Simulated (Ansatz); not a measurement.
# C2H5NSi: a ladder of functionals and wavefunction methods

How much do the methods differ for C2H5NSi? The plan is to run it at one geometry with functionals of several rungs and with coupled cluster. The yardstick is the atomisation energy at the CCSD(T) limit.

Computed with Ansatz 0.2.0, Gaussian basis. Level: functionals in def2-TZVPP, the program's frozen cores in correlated methods.

Levels to be run: LDA (SPW92), PBE-D4, revPBE-D4, BLYP-D4, r2SCAN-D4, B97M-V, PBE0-D4, B3LYP-D4, r2SCANh-D4, r2SCAN0-D4, HSE06-D4, BHLYP-D4, CAM-B3LYP-D4, LC-ωPBE, ωB97X-V, ωB97M-V, B2PLYP, PBE-QIDH; CCSD(T)/def2-SVP; CCSD(T)/def2-TZVPP; MP2/def2-QZVPP; extrapolation to the limit; RPA on PBE.

## 1. The relaxed structure

All runs share one geometry, relaxed beforehand with PBE0-D4 in a triple-zeta def2 set.

SMILES `[SiH3]C1=CN1`, 9 atoms, charge 0, spin multiplicity 1.

Atoms are counted from 1 here; the program's logs count them from 0.

Bond lengths: Si1–C2 1.829 Å, Si1–H5 1.485 Å, Si1–H6 1.484 Å, Si1–H7 1.484 Å, C2–C3 1.280 Å, C2–N4 1.558 Å, C3–N4 1.456 Å, C3–H8 1.077 Å, N4–H9 1.024 Å. Angles: C2–Si1–H5 109.2°, C2–Si1–H6 108.9°, C2–Si1–H7 109.4°, H5–Si1–H6 109.9°, H5–Si1–H7 109.0°, H6–Si1–H7 110.5°, Si1–C2–C3 160.7°, Si1–C2–N4 137.8°, C3–C2–N4 60.8°, C2–C3–N4 69.1°, C2–C3–H8 153.0°, N4–C3–H8 137.7°, C2–N4–C3 50.1°, C2–N4–H9 107.6°, C3–N4–H9 108.1°.

As a file:

```xyz
9

Si    0.4318    1.0518   -0.9594
C    -0.1714   -0.1629    0.2670
C    -0.7553   -0.6526    1.2950
N    -0.3998   -1.7018    0.3498
H     1.8875    0.8480   -1.1720
H     0.1831    2.4200   -0.4418
H    -0.2779    0.8465   -2.2468
H    -1.2865   -0.5674    2.2276
H     0.4769   -2.1279    0.6636
```

## 2. LDA

This LDA is Slater exchange with PW92 correlation.

The input, in.yaml:

```yaml
crystal:
  periodic: [false, false, false]
  atoms:
    - {symbol: Si, position_ang: [0.431831, 1.051844, -0.959372]}
    - {symbol: C, position_ang: [-0.171444, -0.162938, 0.266980]}
    - {symbol: C, position_ang: [-0.755336, -0.652594, 1.295033]}
    - {symbol: N, position_ang: [-0.399758, -1.701840, 0.349808]}
    - {symbol: H, position_ang: [1.887546, 0.847962, -1.172031]}
    - {symbol: H, position_ang: [0.183130, 2.419981, -0.441825]}
    - {symbol: H, position_ang: [-0.277919, 0.846547, -2.246842]}
    - {symbol: H, position_ang: [-1.286491, -0.567355, 2.227565]}
    - {symbol: H, position_ang: [0.476941, -2.127910, 0.663584]}
basis:
  gaussian: {orbitals: def2-TZVPP}
hamiltonian: {xc: lda}
output: {orbitals: {seedname: orbitals}}
```

The run is started by

```console
$ ansatz run in.yaml --threads 2 --pin off --events-out ev --progress --plain --max-ram 4352MiB
```

The runs that follow: PBE-D4 (GGA); revPBE-D4 (GGA); BLYP-D4 (GGA); r2SCAN-D4 (meta-GGA); B97M-V (meta-GGA); B3LYP-D4 (hybrid); r2SCANh-D4 (hybrid); r2SCAN0-D4 (hybrid); HSE06-D4 (hybrid); BHLYP-D4 (hybrid); CAM-B3LYP-D4 (range-separated); LC-ωPBE (range-separated); ωB97X-V (range-separated); ωB97M-V (range-separated); B2PLYP (double hybrid); PBE-QIDH (double hybrid); CCSD(T) in def2-SVP; CCSD(T) in def2-TZVPP; MP2 in def2-QZVPP; RPA on PBE orbitals.

**Question.** What will the summary of the whole plan be? Wanted: atomisation energy, CCSD(T)/CBS; farthest beyond LDA; mean size of error, GGA; mean size of error, meta-GGA; mean size of error, hybrid; mean size of error, range-separated; mean size of error, double hybrid; gap, smallest and largest; T1 diagnostic.

As calculated:

| quantity | value |
| --- | --- |
| atomisation energy, CCSD(T)/CBS | 32.599 eV |
| functionals within 0.163 eV (0.5 %) | r2SCAN-D4, B97M-V, B3LYP-D4, CAM-B3LYP-D4, LC-ωPBE |
| farthest beyond LDA | BHLYP-D4 (-1.115 eV) |
| mean size of error, GGA | 0.475 eV |
| mean size of error, meta-GGA | 0.098 eV |
| mean size of error, hybrid | 0.410 eV |
| mean size of error, range-separated | 0.153 eV |
| mean size of error, double hybrid | 0.288 eV |
| gap, smallest and largest | 3.02 eV (LDA (SPW92)), 10.42 eV (LC-ωPBE) |
| T1 diagnostic | 0.0124 |
| triples share of the correlation energy | 4.6 % |

In words: The LDA atomisation energy is off by 5.152 eV (16 %): it overbinds. PBE-D4 is off by +1.000 eV. Double hybrids carry the basis error of their MP2 part in triple zeta, and no dispersion term here, so their miss is partly the set-up's. The rungs meta-GGA, range-separated miss on average by less than the doubt on the reference (0.163 eV), so they tie. The reference freezes the cores and leaves out relativity and excitations past (T), so misses under about 0.163 eV can't be ranked. Hartree-Fock recovers 68 % of the binding; the rest is correlation. CCSD(T) in def2-SVP is off by -2.098 eV, so the small basis spoils what the method gains. Orbital gaps span 3.0 to 10.4 eV; exact exchange widens them. The restricted reference is unstable towards a spin-broken one.
